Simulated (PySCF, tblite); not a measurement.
# CH14OSi5: geometry, infrared bands and NMR shifts

What infrared bands and NMR shifts should CH14OSi5 (`[SiH3]OC[Si@H]([SiH3])[SiH2][SiH3]`) show?

Computed with tblite 0.8.0 and PySCF 2.14.0, with density-fitted response routines of our own, on a single molecule in the gas phase. Atoms are numbered from 0 throughout.

## 1. The starting structure

21 atoms, charge 0, multiplicity 1; geometry from: force field or distance geometry start.

Bonds of the start (Å): Si0–O1 1.68, O1–C2 1.43, C2–Si3 1.88, Si3–Si4 2.27, Si3–Si5 2.29, Si5–Si6 2.30, Si0–H7 1.48, Si0–H8 1.48, Si0–H9 1.48, C2–H10 1.09, C2–H11 1.09, Si3–H12 1.49, Si4–H13 1.50, Si4–H14 1.49, Si4–H15 1.49, Si5–H16 1.48, Si5–H17 1.50, Si6–H18 1.49, Si6–H19 1.48, Si6–H20 1.49.

## 2. Relaxing the molecule with GFN2-xTB

The job: settings as JSON, then the geometry in Å.

```
{"job": {"kind": "relax", "xc": "GFN2-xTB", "basis": "xTB"}, "charge": 0, "multiplicity": 1}
Si     2.872900     1.108800     0.958500
O      1.425700     0.543900     0.319600
C      1.375300    -0.817900    -0.122800
Si    -0.290200    -1.342800    -0.819300
Si    -0.841300    -0.020300    -2.580700
Si    -1.909200    -1.115100     0.787400
Si    -2.046500     1.083000     1.436600
H      3.932700     0.971500    -0.060400
H      2.711000     2.533100     1.334700
H      3.213800     0.301200     2.154500
H      2.115100    -0.968300    -0.913600
H      1.613100    -1.489700     0.706900
H     -0.210000    -2.777300    -1.228700
H      0.186300    -0.150800    -3.662300
H     -2.161100    -0.418500    -3.138800
H     -0.927300     1.407800    -2.169200
H     -3.207600    -1.578200     0.244600
H     -1.580000    -1.993800     1.953600
H     -3.193800     1.263000     2.377000
H     -2.268500     1.956500     0.266900
H     -0.819400     1.521000     2.154900
```

Command:

```console
$ OMP_NUM_THREADS=1 python probes_run.py task.json out
```

The driver reads the jobs from task.json and runs them one after another.

**Question.** This job is followed by: GFN2-xTB harmonic vibrations, gas phase; GIAO PBE0/pcSseg-1 NMR shielding, non-relativistic, gas phase. Predict these results of the whole session: strongest single infrared mode (GFN2-xTB); zero-point energy (GFN2-xTB); ¹³C shifts against TMS (PBE0/pcSseg-1); ¹H shifts against TMS (PBE0/pcSseg-1, means over atoms taken as alike); ²⁹Si shifts against TMS (PBE0/pcSseg-1); ¹⁷O shifts against H2O (PBE0/pcSseg-1); surface potential, 1st and 99th percentile.

**Answer**, as computed:

| quantity | value |
| --- | --- |
| strongest single infrared mode (GFN2-xTB) | 2204 cm⁻¹, 466 km/mol |
| zero-point energy (GFN2-xTB) | 79.9 kcal/mol |
| ¹³C shifts against TMS (PBE0/pcSseg-1) | 57.7 ppm |
| ¹H shifts against TMS (PBE0/pcSseg-1, means over atoms taken as alike) | 4.82, 4.22, 3.85, 3.74, 3.63, 3.60, 3.58, 3.43 ppm |
| ²⁹Si shifts against TMS (PBE0/pcSseg-1) | -32.6, -72.5, -112.3, -116.8, -125.4 ppm |
| ¹⁷O shifts against H2O (PBE0/pcSseg-1) | 1.0 ppm |
| surface potential, 1st and 99th percentile | -0.30 V and 1.30 V |

**Reading.** Over 171 steps the energy fell by 0.434 eV; of the close pairs, Si0–O1 changed most, 1.680 to 1.622 Å. All 57 modes are real, so the xTB geometry is a minimum. GFN2-xTB is a fitted tight-binding method: band positions and strengths are rough. Its intensities can rank the bands wrongly. At PBE0/pcSseg-1: The widest tensor belongs to Si0: span 136 ppm, with a paramagnetic part of -500 ppm. At PBE0/pcSseg-1, counted by nearest atom on the grid, the HOMO lies on Si3, Si5 about 23 % each; Si6 7 %, the LUMO on Si3 18 %; Si5 14 %.
